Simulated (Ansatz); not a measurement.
Run this with Ansatz 0.2.0, Python API and show what comes out.

The script, `hfc_elastic.py`:
```python
"""Stiffness tensor and moduli of HfC."""

import warnings

import ansatz as az
import numpy as np
from pymatgen.core import Lattice, Structure
from pymatgen.io.ase import AseAtomsAdaptor

warnings.simplefilter("ignore", az.DeckWarning)

pmg_structure = Structure(
    Lattice([(3.342866, 0.0, 0.0), (-1.671433, 2.895007, 0.0), (0.0, 0.0, 5.202714)]),
    ["Hf", "Hf", "C", "C"],
    [
        (2 / 3, 1 / 3, 0.75),
        (1 / 3, 2 / 3, 0.25),
        (0.0, 0.0, 0.0),
        (0.0, 0.0, 0.5),
    ],
)
system = az.Crystal.from_ase(AseAtomsAdaptor.get_atoms(pmg_structure))

calc = (
    system.calculation()
    .functional("lda")
    .basis(420)
    .occupations("Marzari-Vanderbilt", width=10 * az.meV)
    .eigensolver("auto", full_accuracy=True)
    .kpoints(15, 15, 9)
)
outcome = calc.elastic("relaxed_ion").run(threads=1, pin="off")
elastic = outcome.elastic

C = np.asarray(elastic.c_gpa)
for i in range(6):
    for j in range(i, 6):
        if abs(C[i, j]) > 0.05:
            print(f"C{i + 1}{j + 1} = {C[i, j]:.1f} GPa")
print("smallest eigenvalue of C:", round(elastic.stability.min_eigenvalue_gpa, 1), "GPa; tensor positive definite:", elastic.stability.min_eigenvalue_gpa > 0)
# averaged moduli need a positive definite tensor
if elastic.stability.min_eigenvalue_gpa > 0:
    m = elastic.moduli
    anisotropy = 5 * m.g_voigt_gpa / m.g_reuss_gpa + m.k_voigt_gpa / m.k_reuss_gpa - 6
    print(f"Voigt K {m.k_voigt_gpa:.1f} G {m.g_voigt_gpa:.1f}; Reuss K {m.k_reuss_gpa:.1f} G {m.g_reuss_gpa:.1f}; universal anisotropy index {anisotropy:.3f}")
```

```console
$ python hfc_elastic.py
C11 = 406.7 GPa
C12 = 116.1 GPa
C13 = 110.4 GPa
C22 = 406.7 GPa
C23 = 110.4 GPa
C33 = 381.8 GPa
C44 = 174.2 GPa
C55 = 174.2 GPa
C66 = 145.3 GPa
smallest eigenvalue of C: 145.3 GPa; tensor positive definite: True
Voigt K 208.3 G 155.8; Reuss K 208.1 G 154.3; universal anisotropy index 0.049
```

These settings explore the input space; cutoff and mesh may be short of convergence. Spin is left out of this run. The cell isn't relaxed first, so the values belong to this volume. A positive definite tensor excludes instabilities under uniform strain alone; phonons elsewhere in the zone can still be imaginary. The cell stands under an uneven stress, so these stress-strain coefficients aren't symmetric, and eigenvalues smaller than that stress decide nothing. Spin-orbit coupling, which matters for elements this heavy, is left out. This cell is a computed structure, which may not be the phase found in nature. Shear constants of a metal converge slowly with the k-point mesh and can be wrong in sign on a coarse one; the constants belong to the cell that was strained. Wall time of the script: 16 min on 1 thread of AMD EPYC 7B13 (Zen 3), on a shared host, peak memory 1.1 GiB.

(A comment or docstring line of the script was reworded after the run, the code is as it ran.)
